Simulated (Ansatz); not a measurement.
I need a rigid scan of one bond length of AlFGeH4S, SMILES [F][GeH]([AlH2])[SH]. Use Ansatz 0.2.0 through its Python package. Use (for the species named): CAM-B3LYP, def2-SVP basis, multiplicity 1.

```xyz
8

F    -2.1191    0.6334   -0.0906
Ge   -0.6887   -0.0613   -0.6885
Al    1.1912    0.9297    0.4551
S    -0.6628   -2.2320   -0.2943
H    -0.5489    0.1805   -2.2298
H     2.7037    0.4487    0.1290
H     1.0179    2.0652    1.5720
H    -0.8011   -2.0214    1.0912
```

Script `scan.py`:
```python
# -*- coding: utf-8 -*-
"""Stretching a bond of AlFGeH4S, the rest held rigid."""

import ansatz as az
import numpy as np

BASIS_SET = "def2-SVP"
FUNCTIONAL = "cam_b3lyp"

geometry_ang = [
    ("F", [-2.1191, 0.6334, -0.0906]),
    ("Ge", [-0.6887, -0.0613, -0.6885]),
    ("Al", [1.1912, 0.9297, 0.4551]),
    ("S", [-0.6628, -2.232, -0.2943]),
    ("H", [-0.5489, 0.1805, -2.2298]),
    ("H", [2.7037, 0.4487, 0.129]),
    ("H", [1.0179, 2.0652, 1.572]),
    ("H", [-0.8011, -2.0214, 1.0912]),
]
alfgeh4s = az.Crystal.molecule()
for symbol, xyz in geometry_ang:
    alfgeh4s = alfgeh4s.atom(symbol, xyz)

symbols = [site.symbol for site in alfgeh4s.cartesian_sites]
start = np.array([site.position_ang for site in alfgeh4s.cartesian_sites])
axis = (start[2] - start[1]) / np.linalg.norm(start[2] - start[1])
moving = [2, 5, 6]
lengths, energies = [2.124, 2.22, 2.317, 2.413, 2.51, 2.606, 2.703, 2.848], []
for length in lengths:
    xyz = start.copy()
    xyz[moving] += (length - np.linalg.norm(start[2] - start[1])) * axis
    point = az.Crystal.molecule()
    for symbol, place in zip(symbols, xyz):
        point = point.atom(symbol, place.tolist())
    calculation = (
        point.calculation()
        .basis(gaussian=BASIS_SET)
        .functional(FUNCTIONAL)
        .accuracy("medium")
        .scf(lower_state_search="light")
    )
    summary = calculation.run(threads=1, backend="cpu").report
    energies.append(summary["free_energy_ev"])
    print(f"r = {length:6.3f} A  E = {energies[-1]:.5f} eV  <S^2> = {abs(summary['mean_field']['state']['spin_squared']):.3f}")

# quartic fit about the minimum
fit = np.polynomial.Polynomial.fit(lengths, np.array(energies) - min(energies), 4).convert()
roots = [r.real for r in fit.deriv().roots() if abs(r.imag) < 1e-9 and fit.deriv(2)(r.real) > 0]
r_e = min(roots, key=lambda r: abs(r - lengths[int(np.argmin(energies))]))
print(f"minimum of the fit at {r_e:.4f} A, force constant {fit.deriv(2)(r_e):.2f} eV/A^2")
```

```console
$ python scan.py
r =  2.124 A  E = -76720.84117 eV  <S^2> = 0.000
r =  2.220 A  E = -76721.27280 eV  <S^2> = 0.000
r =  2.317 A  E = -76721.52786 eV  <S^2> = 0.000
r =  2.413 A  E = -76721.64776 eV  <S^2> = 0.000
r =  2.510 A  E = -76721.67034 eV  <S^2> = 0.000
r =  2.606 A  E = -76721.62142 eV  <S^2> = 0.000
r =  2.703 A  E = -76721.52003 eV  <S^2> = 0.000
r =  2.848 A  E = -76721.30327 eV  <S^2> = 0.000
minimum of the fit at 2.4861 A, force constant 8.21 eV/A^2
```

Reading the output:
- The settings weren't tested for convergence.
- The rest of the molecule is held rigid at a force-field or estimated start geometry, and the basis set is modest; single-reference methods fail as a bond breaks.
- The orbitals are restricted, so S² is zero by construction.
- Run time: 31 s on 1 thread of Arm Neoverse V2, with other jobs on the host, peak memory 0.33 GiB.
